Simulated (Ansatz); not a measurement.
# AlGeH₃O: one structure at several levels

One table from this session's results is given with a row withheld; the runs are named, their logs left out.

Computed with Ansatz 0.2.0, Gaussian basis. Level: single points in def2-TZVPP.

Correlated methods freeze the cores. Filled d shells of the heavier atoms are correlated. B3LYP uses VWN-RPA correlation.

**Where the work starts**

SMILES `[O]1[AlH][GeH2]1`, 6 atoms, charge 0, spin multiplicity 1.

Atoms are counted from 1 here; the program's logs count them from 0.

Bond lengths: O1–Al2 1.693 Å, O1–Ge3 2.231 Å, Al2–Ge3 2.425 Å, Al2–H4 1.540 Å, Ge3–H5 1.485 Å, Ge3–H6 1.458 Å. Angles: Al2–O1–Ge3 74.9°, O1–Al2–Ge3 62.7°, O1–Al2–H4 158.5°, Ge3–Al2–H4 138.2°, O1–Ge3–Al2 42.4°, O1–Ge3–H5 96.5°, O1–Ge3–H6 95.9°, Al2–Ge3–H5 119.3°, Al2–Ge3–H6 121.3°, H5–Ge3–H6 100.4°.

Geometry (Å):

| atom | x (Å) | y (Å) | z (Å) |
| --- | --- | --- | --- |
| O1 | 1.1987 | -0.4414 | 0.6456 |
| Al2 | 0.0672 | -1.4458 | -0.1130 |
| Ge3 | -0.3982 | 0.9341 | -0.0863 |
| H4 | -0.5237 | -2.7232 | -0.7369 |
| H5 | 0.5010 | 1.8591 | -0.8226 |
| H6 | -0.5561 | 1.6617 | 1.1670 |

Set-up of the first run:

run/in.yaml reads:

```yaml
crystal:
  periodic: [false, false, false]
  atoms:
    - {symbol: O, position_ang: [1.198700, -0.441400, 0.645600]}
    - {symbol: Al, position_ang: [0.067200, -1.445800, -0.113000]}
    - {symbol: Ge, position_ang: [-0.398200, 0.934100, -0.086300]}
    - {symbol: H, position_ang: [-0.523700, -2.723200, -0.736900]}
    - {symbol: H, position_ang: [0.501000, 1.859100, -0.822600]}
    - {symbol: H, position_ang: [-0.556100, 1.661700, 1.167000]}
basis:
  gaussian: {orbitals: def2-TZVPP}
correlation: {method: ccsd_t}
output: {forces: true}
```

The command line of these runs was not kept.

Among the steps run: CCSD(T)/def2-TZVPP; PBE0-D4/def2-TZVPP; wB97M-V/def2-TZVPP; r2SCAN-D4/def2-TZVPP; PBE-D4/def2-TZVPP; r2SCAN0-D4/def2-TZVPP; B3LYP-D4/def2-TZVPP.

One of the session's tables, all rows but one given; the rest of the session is left out.

```
    method  RMS force component (eV/Å)  angle to CCSD(T) forces (°)  dipole (D)
   CCSD(T)                       0.864                    reference        2.90
   PBE0-D4                           ?                            ?           ?
   wB97M-V                       0.956                          9.3        3.14
 r2SCAN-D4                       0.915                          6.3        2.82
    PBE-D4                       0.876                         14.3        2.70
r2SCAN0-D4                       1.027                         12.1        3.04
  B3LYP-D4                       0.901                          9.0        3.05
```

Estimate the missing values for PBE0-D4.

The run gave: RMS force component (eV/Å): 0.984; angle to CCSD(T) forces (°): 7.4; dipole (D): 2.96. In the column «RMS force component (eV/Å)» it lies between wB97M-V (0.956) and r2SCAN0-D4 (1.027).
